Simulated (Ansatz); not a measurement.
**C4H2F4: up Jacob's ladder to CCSD(T)**

One table from this session's results is given with a row withheld; the runs are named, their logs left out.

Computed with Ansatz 0.2.0, Gaussian basis. Level: functionals in def2-TZVPP, the program's frozen cores in correlated methods.

The runs, in order: LDA (SPW92), PBE-D4, revPBE-D4, BLYP-D4, r2SCAN-D4, B97M-V, PBE0-D4, B3LYP-D4, r2SCANh-D4, r2SCAN0-D4, HSE06-D4, BHLYP-D4, CAM-B3LYP-D4, LC-ωPBE, ωB97X-V, ωB97M-V, B2PLYP, PBE-QIDH; CCSD(T)/def2-SVP; CCSD(T)/def2-TZVPP; MP2/def2-QZVPP; extrapolation to the limit; RPA on PBE.

### Structure used throughout

All runs share one geometry, relaxed beforehand with PBE0-D4 in a triple-zeta def2 set.

SMILES `FC(F)=CC=C(F)F`, 10 atoms, charge 0, spin multiplicity 1.

Atoms are counted from 1 here; the program's logs count them from 0.

Bond lengths: F1–C2 1.312 Å, C2–F3 1.314 Å, C2–C4 1.324 Å, C4–C5 1.443 Å, C4–H9 1.081 Å, C5–C6 1.324 Å, C5–H10 1.081 Å, C6–F7 1.314 Å, C6–F8 1.312 Å. Angles: F1–C2–F3 110.3°, F1–C2–C4 124.6°, F3–C2–C4 125.1°, C2–C4–C5 123.1°, C2–C4–H9 116.7°, C5–C4–H9 120.2°, C4–C5–C6 123.1°, C4–C5–H10 120.2°, C6–C5–H10 116.7°, C5–C6–F7 125.1°, C5–C6–F8 124.6°, F7–C6–F8 110.3°.

Set-up of the first run:

in.yaml reads:

```yaml
crystal:
  periodic: [false, false, false]
  atoms:
    - {symbol: F, position_ang: [-1.715516, 1.506870, 1.909841]}
    - {symbol: C, position_ang: [-0.657343, 0.890497, 1.439337]}
    - {symbol: F, position_ang: [0.313110, 0.910509, 2.325258]}
    - {symbol: C, position_ang: [-0.582903, 0.329964, 0.242112]}
    - {symbol: C, position_ang: [0.599491, -0.340115, -0.241541]}
    - {symbol: C, position_ang: [0.673961, -0.900717, -1.438731]}
    - {symbol: F, position_ang: [-0.296441, -0.920759, -2.324707]}
    - {symbol: F, position_ang: [1.732162, -1.517109, -1.909152]}
    - {symbol: H, position_ang: [-1.465062, 0.393146, -0.380097]}
    - {symbol: H, position_ang: [1.481642, -0.403286, 0.380680]}
basis:
  gaussian: {orbitals: def2-TZVPP}
hamiltonian: {xc: lda}
output: {orbitals: {seedname: orbitals}}
```

Launch:

```sh
ansatz run in.yaml --threads 4 --pin off --events-out ev --progress --plain --max-ram 11315MiB
```

Among the steps run: LDA; PBE-D4 (GGA); revPBE-D4 (GGA); BLYP-D4 (GGA); r2SCAN-D4 (meta-GGA); B97M-V (meta-GGA); PBE0-D4 (hybrid); B3LYP-D4 (hybrid); r2SCANh-D4 (hybrid); r2SCAN0-D4 (hybrid); HSE06-D4 (hybrid); BHLYP-D4 (hybrid); CAM-B3LYP-D4 (range-separated); LC-ωPBE (range-separated); ωB97X-V (range-separated); ωB97M-V (range-separated); B2PLYP (double hybrid); PBE-QIDH (double hybrid).

One table of the session follows, with a row left open; its other results are not shown here.

It belongs to the step «Frontier levels by functional». 

```
  functional  HOMO (eV)  gap (eV)
 LDA (SPW92)      -5.76      4.04
      PBE-D4      -5.51      4.10
   revPBE-D4      -5.42      4.12
     BLYP-D4      -5.41      4.08
   r2SCAN-D4      -5.70      4.46
      B97M-V          ?         ?
     PBE0-D4      -6.70      6.18
    B3LYP-D4      -6.53      5.74
  r2SCANh-D4      -6.15      5.24
  r2SCAN0-D4      -6.83      6.41
    HSE06-D4      -6.30      5.41
    BHLYP-D4      -7.80      8.31
CAM-B3LYP-D4      -8.02      8.55
     LC-ωPBE      -9.26     10.95
     ωB97X-V      -8.89     10.58
     ωB97M-V      -8.80     10.43
```

Q: Estimate the row for B97M-V from the others.

As computed: HOMO (eV): -5.74; gap (eV): 4.63. In the column «HOMO (eV)» it lies between LDA (SPW92) (-5.76) and r2SCAN-D4 (-5.70).
